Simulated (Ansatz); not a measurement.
# ClFGeH4Si: small, medium and large basis sets

Aim: see how fast density functionals converge with the basis set for ClFGeH4Si.

The runs use Ansatz 0.2.0, Gaussian basis; one geometry, several basis sets.

Levels to be run: PBE0-D4/def2-SVP; ωB97M-V/def2-SVP; PBE0-D4/def2-QZVPP; ωB97M-V/def2-QZVPP; the functionals' def2-TZVPP values are taken from earlier runs.

## (1) The relaxed structure

An earlier PBE0-D4 in a triple-zeta def2 set relaxation fixed the geometry.

SMILES `[F][GeH2][SiH2]Cl`, 8 atoms, charge 0, spin multiplicity 1.

Atoms are counted from 1 here; the program's logs count them from 0.

Bond lengths: F1–Ge2 1.748 Å, Ge2–Si3 2.389 Å, Ge2–H5 1.537 Å, Ge2–H6 1.540 Å, Si3–Cl4 2.055 Å, Si3–H7 1.485 Å, Si3–H8 1.482 Å. Angles: F1–Ge2–Si3 106.4°, F1–Ge2–H5 105.9°, F1–Ge2–H6 105.7°, Si3–Ge2–H5 113.7°, Si3–Ge2–H6 113.4°, H5–Ge2–H6 111.0°, Ge2–Si3–Cl4 109.2°, Ge2–Si3–H7 109.9°, Ge2–Si3–H8 110.7°, Cl4–Si3–H7 108.4°, Cl4–Si3–H8 108.8°, H7–Si3–H8 109.9°.

## (2) PBE0-D4 in def2-SVP

Input file in.yaml:

```yaml
crystal:
  periodic: [false, false, false]
  atoms:
    - {symbol: F, position_ang: [-1.934116, 1.246436, 0.202887]}
    - {symbol: Ge, position_ang: [-0.195540, 1.170337, 0.040739]}
    - {symbol: Si, position_ang: [0.382167, -1.147285, 0.064483]}
    - {symbol: Cl, position_ang: [-0.258966, -2.023131, -1.680182]}
    - {symbol: H, position_ang: [0.135771, 1.877217, -1.283316]}
    - {symbol: H, position_ang: [0.368630, 1.953135, 1.240617]}
    - {symbol: H, position_ang: [1.856484, -1.298580, 0.150938]}
    - {symbol: H, position_ang: [-0.262431, -1.835230, 1.208135]}
basis:
  gaussian: {orbitals: def2-SVP}
hamiltonian: {xc: pbe0, dispersion: d4}
output: {orbitals: {seedname: orbitals}}
```

After this run come: ωB97M-V in def2-SVP; PBE0-D4 in def2-QZVPP; ωB97M-V in def2-QZVPP.

Q: Predict the results of all the runs planned. Wanted: PBE0-D4: double and triple zeta above quadruple; ωB97M-V: double and triple zeta above quadruple.

As calculated:

| quantity | value |
| --- | --- |
| PBE0-D4: double and triple zeta above quadruple | 19.84, 2.03 eV |
| ωB97M-V: double and triple zeta above quadruple | 19.80, 1.96 eV |

For PBE0-D4 the step from double to triple zeta gains 17.81 eV and the next only 2.03 eV. These are total energies; as a rule much of such shifts cancels in differences, which this series doesn't test. The LUMO of ωB97M-V is positive and keeps falling with the basis (1.22 to 0.67 eV): an unbound level that the basis holds in place.
